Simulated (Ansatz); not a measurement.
Crystal: MnSb4.

```xyz
5
Lattice="3.0805 0.0000 0.0000 0.0000 3.0805 0.0000 0.0000 0.0000 14.9942" Properties=species:S:1:pos:R:3 pbc="T T T"
Sb    0.0000    0.0000   12.2905
Sb    0.0000    0.0000    9.0048
Sb    0.0000    0.0000    5.9894
Sb    0.0000    0.0000    2.7037
Mn    0.0000    0.0000    0.0000
```

The cell comes from a database or a generator and needn't be the stable form of this composition.

Base run:

- Program: Ansatz 0.2.0
- Functional: LDA
- Potentials or basis: Ansatz PAW
- Cutoff: 420 eV (not typed: the program's choice for these potentials)
- k mesh: 9 × 9 × 2
- Occupations: fermi-dirac, width 0.05 eV
- Spin: collinear spin, ferromagnetic start
- Starting moments: [0.0, 0.0, 0.0, 0.0, 4.0] μB
- Hubbard terms: Mn d U = 5 eV

Its results: band gap on the k mesh none (metal or under the smearing width); pressure -2.0 GPa; net moment 4.74 μB per cell; site moments Sb -0.02, +0.01; Mn +4.40 μB; largest force 0.490 eV/Å.

Problem. After a change of settings the same cell gave: band gap on the k mesh none (metal or under the smearing width); pressure -0.9 GPa; net moment 5.09 μB per cell; site moments Sb -0.01, +0.01; Mn +4.63 μB; largest force 0.833 eV/Å. Which change was it?
A. hubbard terms from Mn d U = 5 eV to Mn d U = 6 eV
B. hubbard terms from Mn d U = 5 eV to none; hubbard projectors from ortho-atomic (the default) to none
C. hubbard terms from Mn d U = 5 eV to Mn d U = 8 eV

Solution. C.

Caveats: the magnetic or orbital state may not be the lowest; a cell with one magnetic atom can't hold antiferromagnetic order, which such compounds often take; the PAW data sets come from PBE, with cores solved anew for the run's functional, which leaves a small shift of forces and pressure; the U is typed as a test and isn't derived for this compound; the density of states is complete only up to the lowest level of the last band computed.
